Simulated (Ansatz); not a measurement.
Write the native input for Ansatz 0.2.0 that does the following.

| Quantity | Value |
| --- | --- |
| Task | single point |
| Functional | PBE |
| Potentials or basis | SPMS NC |
| Cutoff | 1034 eV (not typed: the program's choice for these potentials) |
| k mesh | 6 × 6 × 3 |
| Occupations | fermi-dirac, width 0.05 eV |
| Spin | no spin polarisation |

The system is Ta3AsAu2O13.

```
Ta As Au O
1.0
     5.45204    0.00000    0.00000
    -2.72602    4.72161    0.00000
     0.00000    0.00000    9.57902
Ta As Au O
3 1 2 13
Direct
  0.00000 0.00000 0.19408
  0.00000 0.00000 0.80592
  0.66667 0.33333 0.00000
  0.00000 0.00000 0.50000
  0.33333 0.66667 0.27428
  0.33333 0.66667 0.72572
  0.00000 0.00000 0.00000
  0.23947 0.97129 0.36402
  0.02871 0.26818 0.36402
  0.73182 0.76053 0.36402
  0.23947 0.97129 0.63598
  0.02871 0.26818 0.63598
  0.73182 0.76053 0.63598
  0.38452 0.33425 0.85844
  0.66575 0.05026 0.85844
  0.94974 0.61548 0.85844
  0.38452 0.33425 0.14156
  0.66575 0.05026 0.14156
  0.94974 0.61548 0.14156
```

The cell was built by a generator and needn't be a form met in nature.

These files were run (other wordings do the same):

input.yaml

```yaml
crystal:
  lattice:
    - [5.45204, 0.0, 0.0]
    - [-2.72602, 4.72161, 0.0]
    - [0.0, 0.0, 9.57902]
  atoms:
    - { symbol: Ta, position: [0.0, 0.0, 0.19408] }
    - { symbol: Ta, position: [0.0, 0.0, 0.80592] }
    - { symbol: Ta, position: [0.66667, 0.33333, 0.0] }
    - { symbol: As, position: [0.0, 0.0, 0.5] }
    - { symbol: Au, position: [0.33333, 0.66667, 0.27428] }
    - { symbol: Au, position: [0.33333, 0.66667, 0.72572] }
    - { symbol: O, position: [0.0, 0.0, 0.0] }
    - { symbol: O, position: [0.23947, 0.97129, 0.36402] }
    - { symbol: O, position: [0.02871, 0.26818, 0.36402] }
    - { symbol: O, position: [0.73182, 0.76053, 0.36402] }
    - { symbol: O, position: [0.23947, 0.97129, 0.63598] }
    - { symbol: O, position: [0.02871, 0.26818, 0.63598] }
    - { symbol: O, position: [0.73182, 0.76053, 0.63598] }
    - { symbol: O, position: [0.38452, 0.33425, 0.85844] }
    - { symbol: O, position: [0.66575, 0.05026, 0.85844] }
    - { symbol: O, position: [0.94974, 0.61548, 0.85844] }
    - { symbol: O, position: [0.38452, 0.33425, 0.14156] }
    - { symbol: O, position: [0.66575, 0.05026, 0.14156] }
    - { symbol: O, position: [0.94974, 0.61548, 0.14156] }
hamiltonian:
  xc: pbe
  pseudopotentials: { kind: nc, source: spms }
kpoints:
  mp_grid: { grid: [6, 6, 3] }
scf:
  occupations: { method: fermi_dirac, width: 0.05 }
output:
  forces: true
  stress: true
  eigenvalues: true
```

Potentials or basis: SPMS NC.

The run is started by

```bash
$ ansatz run input.yaml --threads 8 --pin off --max-ram 20480MiB --backend cpu --events-out ev --progress --plain --runs-dir out
```

It gave:

```yaml
Pressure: -0.6 GPa
Largest_force: 0.180 eV/Å
Band_gap_on_the_k_mesh: none (metal or under the smearing width)
```

Caveat: the pressure holds a Pulay correction of +0.4 GPa for the finite cutoff.

It took 10 s on 8 threads of AMD EPYC 9R45 96-Core Processor (Zen 5), on a shared host, peak memory 3.7 GiB.
